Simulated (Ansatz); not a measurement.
# HoAs3Pd: the cost of one run

Method: DFT PBE, scalar-relativistic, plane waves, PAW; 4f electrons in the core of a trivalent norm-conserving potential, in Ansatz 0.2.0.

2 further runs of the same task are left out: 1 that didn't finish, 1 set aside as unsound or not needed.

## (1) The starting structure

Symmetry: Pm-3m, No. 221, cubic system. Conventional cell: a = 5.019 Å, b = 5.019 Å, c = 5.019 Å, α = 90.00°, β = 90.00°, γ = 90.00°. Ho (site symmetry m-3m) has 12 As at 3.55 Å in its first shell of neighbours. As (site symmetry 4/mmm) is surrounded by 2 Pd at 2.51 Å and 4 Ho at 3.55 Å. Pd (site symmetry m-3m) has 6 As at 2.51 Å in its first shell of neighbours.

Structure file:

```
CELL_PARAMETERS angstrom
5.01880 0.00000 0.00000
0.00000 5.01880 0.00000
0.00000 0.00000 5.01880
ATOMIC_POSITIONS crystal
Ho 0.50000 0.50000 0.50000
As 0.50000 0.00000 0.00000
As 0.00000 0.50000 0.00000
As 0.00000 0.00000 0.50000
Pd 0.00000 0.00000 0.00000
```

The cell is invented: random cell by space group and Wyckoff sites (Pm-3m, No. 221). Its size is a rough estimate.

## (2) A first look at the guess

The input, input.yaml:

```yaml
crystal:
  lattice:
    - [5.01880042, 0.0, 0.0]
    - [0.0, 5.01880042, 0.0]
    - [0.0, 0.0, 5.01880042]
  atoms:
    - { symbol: Ho, position: [0.5, 0.5, 0.5] }
    - { symbol: As, position: [0.5, 0.0, 0.0] }
    - { symbol: As, position: [0.0, 0.5, 0.0] }
    - { symbol: As, position: [0.0, 0.0, 0.5] }
    - { symbol: Pd, position: [0.0, 0.0, 0.0] }
basis:
  ecutwfc: 690
kpoints:
  mp_grid: { grid: [4, 4, 4] }
hamiltonian:
  xc: pbe
  pseudopotentials:
    kind: paw
    azcp: { Ho: "pseudopotentials/pbe/nc/lanthanide_3plus/Ho.nc.azcp" }
scf:
  occupations: { method: gaussian, width: 0.1 }
  lower_state_search: "off"
output:
  forces: true
  stress: true
  eigenvalues: true
```

Started as:

```
$ ansatz run input.yaml --threads 1 --pin off --max-ram 2560MiB --backend cpu --events-out ev --progress --plain --runs-dir out
```

**Question.** How long does this run take on 1 thread of Intel Xeon at 2.70GHz, shared host, and how much memory does it need?

About 10 s, with a peak of 0.49 GiB.
